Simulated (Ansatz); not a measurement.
**C₄H₁₂FNO₂Zr: up Jacob's ladder to CCSD(T)**

The task here is to estimate one member of a computed series from the others.

Program: Ansatz 0.2.0, Gaussian basis. Level of theory: functionals in def2-TZVPP, the program's frozen cores in correlated methods. These are calculated values, not measurements.

The runs, in order: LDA (SPW92), PBE-D4, revPBE-D4, BLYP-D4, r2SCAN-D4, B97M-V, PBE0-D4, B3LYP-D4, r2SCANh-D4, r2SCAN0-D4, HSE06-D4, BHLYP-D4, CAM-B3LYP-D4, LC-ωPBE, ωB97X-V, ωB97M-V, B2PLYP, PBE-QIDH; CCSD(T)/def2-SVP; CCSD(T)/def2-TZVPP; MP2/def2-QZVPP; extrapolation to the limit; RPA on PBE.

1 further run of the same task is left out (for a known fault of the program).

**The relaxed structure**

The geometry comes from an earlier relaxation with PBE0-D4 in a triple-zeta def2 set; it is a stationary point, not always the lowest conformer. Zr takes the def2 core potential; no spin-orbit term is included.

SMILES `CC[N](C)[Zr]([OH])([F])[O]C`, 21 atoms, charge 0, spin multiplicity 1.

Atoms are counted from 1 here; the program's logs count them from 0.

Bond lengths: C1–C2 1.517 Å, C1–H10 1.095 Å, C1–H11 1.095 Å, C1–H12 1.091 Å, C2–N3 1.445 Å, C2–H13 1.102 Å, C2–H14 1.102 Å, N3–C4 1.445 Å, N3–Zr5 2.040 Å, C4–H15 1.100 Å, C4–H16 1.100 Å, C4–H17 1.092 Å, Zr5–O6 1.933 Å, Zr5–F7 1.935 Å, Zr5–O8 1.921 Å, O6–H18 0.953 Å, O8–C9 1.387 Å, C9–H19 1.095 Å and more. Angles: C2–C1–H10 111.3°, C2–C1–H11 111.5°, C2–C1–H12 110.7°, H10–C1–H11 108.6°, H10–C1–H12 107.3°, H11–C1–H12 107.3°, C1–C2–N3 112.6°, C1–C2–H13 109.4°, C1–C2–H14 109.2°, N3–C2–H13 109.8°, N3–C2–H14 109.7°, H13–C2–H14 105.9°, C2–N3–C4 112.1°, C2–N3–Zr5 124.5°, C4–N3–Zr5 123.4°, N3–C4–H15 111.6°, N3–C4–H16 111.4°, N3–C4–H17 110.9° and more.

Coordinates:

```xyz
21
C4H12FNO2Zr
C     1.6455   -0.9887   -0.8919
C     0.5379   -1.7820   -0.2256
N    -0.6728   -1.0121   -0.0573
C    -1.7181   -1.7771    0.5838
Zr   -0.8940    0.9338   -0.6277
O    -2.7205    1.4059   -0.2052
F    -0.5342    1.0971   -2.5216
O     0.3612    2.0627    0.2891
C     1.3823    2.6700    1.0049
H     1.9274   -0.1172   -0.2922
H     1.3491   -0.6458   -1.8882
H     2.5399   -1.6022   -1.0119
H     0.8879   -2.1472    0.7536
H     0.3253   -2.6813   -0.8257
H    -1.4142   -2.1167    1.5850
H    -1.9753   -2.6729    0.0000
H    -2.6261   -1.1802    0.6942
H    -3.4033    2.0311    0.0216
H     0.9816    3.1965    1.8780
H     2.1098    1.9293    1.3585
H     1.9108    3.3969    0.3787
```

Set-up of the first run:

in.yaml

```yaml
crystal:
  periodic: [false, false, false]
  atoms:
    - {symbol: C, position_ang: [1.645482, -0.988741, -0.891923]}
    - {symbol: C, position_ang: [0.537852, -1.782049, -0.225591]}
    - {symbol: N, position_ang: [-0.672831, -1.012087, -0.057308]}
    - {symbol: C, position_ang: [-1.718109, -1.777065, 0.583771]}
    - {symbol: Zr, position_ang: [-0.894005, 0.933834, -0.627730]}
    - {symbol: O, position_ang: [-2.720473, 1.405931, -0.205223]}
    - {symbol: F, position_ang: [-0.534247, 1.097135, -2.521569]}
    - {symbol: O, position_ang: [0.361190, 2.062745, 0.289138]}
    - {symbol: C, position_ang: [1.382341, 2.669956, 1.004912]}
    - {symbol: H, position_ang: [1.927428, -0.117223, -0.292201]}
    - {symbol: H, position_ang: [1.349054, -0.645785, -1.888185]}
    - {symbol: H, position_ang: [2.539912, -1.602225, -1.011883]}
    - {symbol: H, position_ang: [0.887887, -2.147219, 0.753603]}
    - {symbol: H, position_ang: [0.325254, -2.681311, -0.825700]}
    - {symbol: H, position_ang: [-1.414194, -2.116724, 1.584979]}
    - {symbol: H, position_ang: [-1.975295, -2.672893, -0.000039]}
    - {symbol: H, position_ang: [-2.626105, -1.180165, 0.694214]}
    - {symbol: H, position_ang: [-3.403309, 2.031142, 0.021621]}
    - {symbol: H, position_ang: [0.981605, 3.196529, 1.877959]}
    - {symbol: H, position_ang: [2.109755, 1.929266, 1.358453]}
    - {symbol: H, position_ang: [1.910809, 3.396949, 0.378693]}
basis:
  gaussian: {orbitals: def2-TZVPP}
hamiltonian: {xc: lda}
output: {orbitals: {seedname: orbitals}}
```

Started as:

```bash
$ ansatz run in.yaml --threads 4 --pin off --events-out ev --progress --plain --max-ram 66560MiB --backend cuda --devices 0, --max-vram 37GiB
```

Among the steps run: LDA; PBE-D4 (GGA); revPBE-D4 (GGA); BLYP-D4 (GGA); r2SCAN-D4 (meta-GGA); B97M-V (meta-GGA); PBE0-D4 (hybrid); B3LYP-D4 (hybrid); r2SCANh-D4 (hybrid); r2SCAN0-D4 (hybrid); HSE06-D4 (hybrid); BHLYP-D4 (hybrid); CAM-B3LYP-D4 (range-separated); LC-ωPBE (range-separated); ωB97X-V (range-separated); ωB97M-V (range-separated); B2PLYP (double hybrid); PBE-QIDH (double hybrid).

One of the session's tables, all rows but one given; the rest of the session is left out.

It belongs to the step «Frontier levels by functional». 

| functional | HOMO (eV) | gap (eV) |
| --- | --- | --- |
| LDA (SPW92) | ? | ? |
| PBE-D4 | -4.99 | 4.13 |
| revPBE-D4 | -4.92 | 4.17 |
| BLYP-D4 | -4.88 | 4.14 |
| r2SCAN-D4 | -5.21 | 4.58 |
| B97M-V | -5.33 | 4.67 |
| PBE0-D4 | -6.25 | 6.24 |
| B3LYP-D4 | -6.05 | 5.77 |
| r2SCANh-D4 | -5.69 | 5.39 |
| r2SCAN0-D4 | -6.41 | 6.63 |
| HSE06-D4 | -5.85 | 5.50 |
| BHLYP-D4 | -7.45 | 7.89 |
| CAM-B3LYP-D4 | -7.59 | 8.17 |
| LC-ωPBE | -8.88 | 10.43 |
| ωB97X-V | -8.58 | 10.00 |
| ωB97M-V | -8.51 | 9.35 |

Estimate the missing values for LDA (SPW92).

The run gave: HOMO (eV): -5.13; gap (eV): 4.03. In the column «HOMO (eV)» it lies between r2SCAN-D4 (-5.21) and PBE-D4 (-4.99).
